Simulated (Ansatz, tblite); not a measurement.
**[Cu(PH3)3]+ (CuP₃H₉+): rung by rung**

One table from this session's results is given with a row withheld; the runs are named, their logs left out.

Computed with Ansatz 0.2.0, Gaussian basis. Level: as each input shows.

The runs, in order: GFN1-xTB, GFN2-xTB, PBE-D4/def2-TZVP, r2SCAN-D4/def2-TZVP, revPBE-D4/def2-TZVP, ωB97M-V/def2-TZVP, ωB97X-V/def2-TZVP, PBE+10HF/def2-SVP, PBE+15HF/def2-SVP, PBE+40HF/def2-SVP, PBE-D4/def2-SVP, PBE0-D4/def2-SVP, CCSD(T)/def2-TZVP, RPA/def2-TZVP.

2 further runs of the same task are left out: 2 set aside as unsound or not needed.

**The geometry**

The geometry is that of the singlet, from an earlier relaxation (B3LYP-D4/def2-SVP).

13 atoms, charge 1, spin multiplicity 1.

Bond lengths: Cu1–P2 2.315 Å, Cu1–P6 2.315 Å, Cu1–P10 2.315 Å, P2–H3 1.417 Å, P2–H4 1.418 Å, P2–H5 1.418 Å, P6–H7 1.418 Å, P6–H8 1.418 Å, P6–H9 1.417 Å, P10–H11 1.418 Å, P10–H12 1.418 Å, P10–H13 1.417 Å. Angles: P2–Cu1–P6 120.0°, P2–Cu1–P10 119.9°, P6–Cu1–P10 120.1°, Cu1–P2–H3 121.2°, Cu1–P2–H4 117.2°, Cu1–P2–H5 117.9°, H3–P2–H4 98.7°, H3–P2–H5 98.8°, H4–P2–H5 98.7°, Cu1–P6–H7 118.0°, Cu1–P6–H8 117.2°, Cu1–P6–H9 121.2°, H7–P6–H8 98.7°, H7–P6–H9 98.7°, H8–P6–H9 98.7°, Cu1–P10–H11 117.8°, Cu1–P10–H12 117.5°, Cu1–P10–H13 121.1° and more.

Formally the metal is d10. No spin-orbit coupling is included. The ion is computed in the gas phase, without counter-ions or solvent.

PBE0-D4/def2-TZVP was run before; its log isn't repeated, and its numbers join the tables.

The first run:

Tight binding, by tblite at 300 K electronic temperature and without a spin-polarisation term:

```python
tblite.interface.Calculator('GFN1-xTB', numbers, positions, charge=1, uhf=0).singlepoint()
```

Tight binding, by tblite at 300 K electronic temperature and without a spin-polarisation term:

```python
tblite.interface.Calculator('GFN2-xTB', numbers, positions, charge=1, uhf=0).singlepoint()
```

start.molden holds the orbitals of an earlier run on this state, given as this run's starting guess.

in.yaml

```yaml
crystal:
  periodic: [false, false, false]
  atoms:
    - {symbol: Cu, position_ang: [-0.001443, 0.000962, -0.001876]}
    - {symbol: P, position_ang: [2.313589, 0.020321, -0.007734]}
    - {symbol: H, position_ang: [3.038195, 1.235932, 0.070211]}
    - {symbol: H, position_ang: [2.964402, -0.546390, -1.132569]}
    - {symbol: H, position_ang: [2.986570, -0.697720, 1.012661]}
    - {symbol: P, position_ang: [-1.175514, 1.995797, -0.008531]}
    - {symbol: H, position_ang: [-0.850647, 2.956202, -0.999385]}
    - {symbol: H, position_ang: [-1.056052, 2.822390, 1.137139]}
    - {symbol: H, position_ang: [-2.586345, 2.016614, -0.142620]}
    - {symbol: P, position_ang: [-1.138385, -2.015325, 0.012750]}
    - {symbol: H, position_ang: [-2.065689, -2.258226, -1.031699]}
    - {symbol: H, position_ang: [-1.986290, -2.281151, 1.117431]}
    - {symbol: H, position_ang: [-0.442391, -3.249426, -0.025780]}
basis:
  gaussian: {orbitals: def2-TZVP, initial_orbitals: start.molden}
total_charge: 1
hamiltonian: {xc: pbe, dispersion: d4}
scf: {omitted_lower_state_checks: [starts]}
output: {orbitals: {seedname: orbitals}}
```

Started as:

```bash
$ ansatz run in.yaml --threads 4 --pin off --events-out ev --progress --plain --max-ram 8704MiB
```

Steps of the session up to this table: PBE-D4/def2-TZVP; r2SCAN-D4/def2-TZVP; revPBE-D4/def2-TZVP; ωB97M-V/def2-TZVP; ωB97X-V/def2-TZVP; PBE+10HF/def2-SVP; PBE+15HF/def2-SVP; PBE+40HF/def2-SVP; PBE-D4/def2-SVP; PBE0-D4/def2-SVP; CCSD(T)/def2-TZVP; RPA/def2-TZVP.

One table of the session follows, with a row left open; its other results are not shown here.

| level | HOMO (eV) | LUMO (eV) | gap (eV) |
| --- | --- | --- | --- |
| PBE-D4/def2-SVP | -9.83 | -5.36 | 4.46 |
| PBE-D4/def2-TZVP | -10.21 | -5.92 | 4.29 |
| revPBE-D4/def2-TZVP | -10.15 | -5.85 | 4.31 |
| r2SCAN-D4/def2-TZVP | -10.33 | -5.72 | 4.61 |
| PBE0-D4/def2-SVP | -11.33 | -4.42 | 6.92 |
| PBE0-D4/def2-TZVP | -11.59 | -5.01 | 6.58 |
| ωB97X-V/def2-TZVP | -13.90 | -2.96 | 10.94 |
| ωB97M-V/def2-TZVP | -13.91 | -3.16 | 10.75 |
| PBE+10HF/def2-SVP | -10.43 | -4.98 | 5.44 |
| PBE+15HF/def2-SVP | ? | ? | ? |
| PBE+40HF/def2-SVP | -12.23 | -3.86 | 8.38 |

**Question.** Estimate the row for PBE+15HF/def2-SVP.

**Answer.** HOMO (eV): -10.73; LUMO (eV): -4.79; gap (eV): 5.93. In the column «HOMO (eV)» it lies between PBE0-D4/def2-SVP (-11.33) and PBE+10HF/def2-SVP (-10.43).
